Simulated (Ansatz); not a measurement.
**UHF/cc-pVDZ run of C2F5 (pentafluoroethyl)**

What is the electronic atomisation energy of C2F5 (pentafluoroethyl) at UHF/cc-pVDZ? 

Program for the calculation: Ansatz 0.2.0.

33 further runs of the same task are left out: 33 set aside as unsound or not needed.

## (1) The system as given

The species is C2F5 (7 atoms), meant as a doublet with charge 0. As SMILES, `F[C](F)C(F)(F)F`. The shape is that of a PBE0-D4/def2-TZVP optimisation.

Bond lengths: F1–C2 1.312 Å, C2–F3 1.312 Å, C2–C4 1.514 Å, C4–F5 1.327 Å, C4–F6 1.327 Å, C4–F7 1.338 Å. Angles: F1–C2–F3 112.2°, F1–C2–C4 114.4°, F3–C2–C4 114.4°, C2–C4–F5 109.8°, C2–C4–F6 109.7°, C2–C4–F7 111.6°, F5–C4–F6 109.4°, F5–C4–F7 108.1°, F6–C4–F7 108.1°.

## (2) A single-point energy at UHF/cc-pVDZ

Input file job.yaml:

```yaml
crystal:
  periodic: [false, false, false]
  atoms:
    - {symbol: F, position_ang: [1.561030, -0.846020, 0.512950]}
    - {symbol: C, position_ang: [0.322010, -0.468420, 0.723150]}
    - {symbol: F, position_ang: [-0.464130, -1.481230, 1.002660]}
    - {symbol: C, position_ang: [-0.228340, 0.480800, -0.320510]}
    - {symbol: F, position_ang: [0.577960, 1.527090, -0.444820]}
    - {symbol: F, position_ang: [-1.434800, 0.896110, 0.043240]}
    - {symbol: F, position_ang: [-0.333720, -0.108340, -1.516660]}
basis:
  gaussian:
    orbitals: cc-pVDZ
magnetization:
  spin_polarized: true
  initial_magnetization: 1
hamiltonian:
  xc: hf
accuracy: high
output: {orbitals: {seedname: orbitals}}
```

Run with:

```bash
$ ansatz run job.yaml --threads 1 --pin off --max-ram 3480MiB --events-out events.jsonl --progress --plain --runs-dir runs
```

The program printed:

```text
Warning: RAYON_NUM_THREADS=1 ignored (pool sized by the plan → 1); use --threads N
Functional definition: HF
  name "HF"
  exchange = exact_x
  correlation = 0
2170 factors; integrals over basis functions are off by at most 2.4e-9 eV
mean field evaluation 1: about -15584.1359 eV, gradient 3.6e1 eV
mean field evaluation 2: about -15584.3992 eV, gradient 3.6e1 eV
mean field evaluation 4: about -15589.4338 eV, gradient 3.4e0 eV
mean field evaluation 8: about -15589.5636 eV, gradient 2.4e-1 eV
mean field evaluation 16: about -15589.5645 eV, gradient 1.4e-6 eV
mean field -15589.56448830 eV, -572.9059279589 hartree, gradient 4.7e-8 eV, S^2 0.756253; 0 other end points of the search recorded, 0 dependent functions left out
reference -15589.56448830 eV, -572.9059279589 hartree; 29, 28 occupied and 69, 70 virtual orbitals, 2170 factors
Total energy: -15589.56448830 eV, -572.9059279589 hartree
```

Run time: 4.2 s. Hardware: 1 thread of Intel Xeon Platinum 8488C (Sapphire Rapids), shared host; peak memory 0.43 GiB.

## (3) The C atom at the same level

Input file run.yaml:

```yaml
crystal:
  periodic: [false, false, false]
  atoms:
    - symbol: C
      position_ang: [0.000000, 0.000000, 0.000000]
basis:
  gaussian: {orbitals: cc-pVDZ}
magnetization: {spin_polarized: true, initial_magnetization: 2}
accuracy: high
hamiltonian: {xc: hf}
```

Run the same way, it converges to -37.68654 Eh (log not shown).

## (4) The F atom at the same level

Input file input.yaml:

```yaml
basis:
  gaussian: {orbitals: cc-pVDZ}
crystal:
  periodic: [false, false, false]
  atoms:
    - {symbol: F, position_ang: [0.000000, 0.000000, 0.000000]}
magnetization: {spin_polarized: true, initial_magnetization: 1}
hamiltonian: {xc: hf}
accuracy: high
```

Run with:

```bash
$ ansatz run input.yaml --threads 1 --pin off --max-ram 3480MiB --events-out events.jsonl --progress --plain --runs-dir runs
```

The program printed:

```text
Warning: RAYON_NUM_THREADS=1 ignored (pool sized by the plan → 1); use --threads N
Functional definition: HF
  name "HF"
  exchange = exact_x
  correlation = 0
96 factors; integrals over basis functions are off by at most 1.1e-8 eV
mean field evaluation 1: about -2703.9925 eV, gradient 7.3e0 eV
mean field evaluation 2: about -2703.9927 eV, gradient 7.3e0 eV
mean field evaluation 4: about -2704.1361 eV, gradient 6.5e-1 eV
mean field evaluation 8: about -2704.1380 eV, gradient 4.4e-6 eV
mean field evaluation 16: about -2704.1380 eV, gradient 7.4e-2 eV
mean field -2704.13804718 eV, -99.3752403031 hartree, gradient 5.8e-8 eV, S^2 0.752006; 0 other end points of the search recorded, 0 dependent functions left out
reference -2704.13804718 eV, -99.3752403031 hartree; 5, 4 occupied and 9, 10 virtual orbitals, 96 factors
Total energy: -2704.13804718 eV, -99.3752403031 hartree
```

It took 0.06 s on 1 thread of Intel Xeon Platinum 8488C (Sapphire Rapids), shared host.

## (5) Summary of results

Level: UHF/cc-pVDZ.

| quantity | value |
| --- | --- |
| molecule: total energy | -572.90593 Eh |
| molecule: HOMO energy (highest over α and β) | -12.58 eV |
| molecule: LUMO energy (lowest over α and β) | 2.56 eV |
| molecule: ⟨S²⟩ | 0.756 |
| C atom: total energy | -37.68654 Eh |
| C atom: ⟨S²⟩ | 2.006 |
| F atom: total energy | -99.37524 Eh |
| F atom: ⟨S²⟩ | 0.752 |
| electronic atomisation energy | 17.868 eV |

What this shows: Taking the molecule apart into free atoms costs 17.87 eV (412 kcal/mol), before zero-point energy and without spin-orbit coupling. Hartree–Fock lacks the correlation of the bonding pairs, which as a rule makes this value much too low; in minimal bases other errors can mask that.
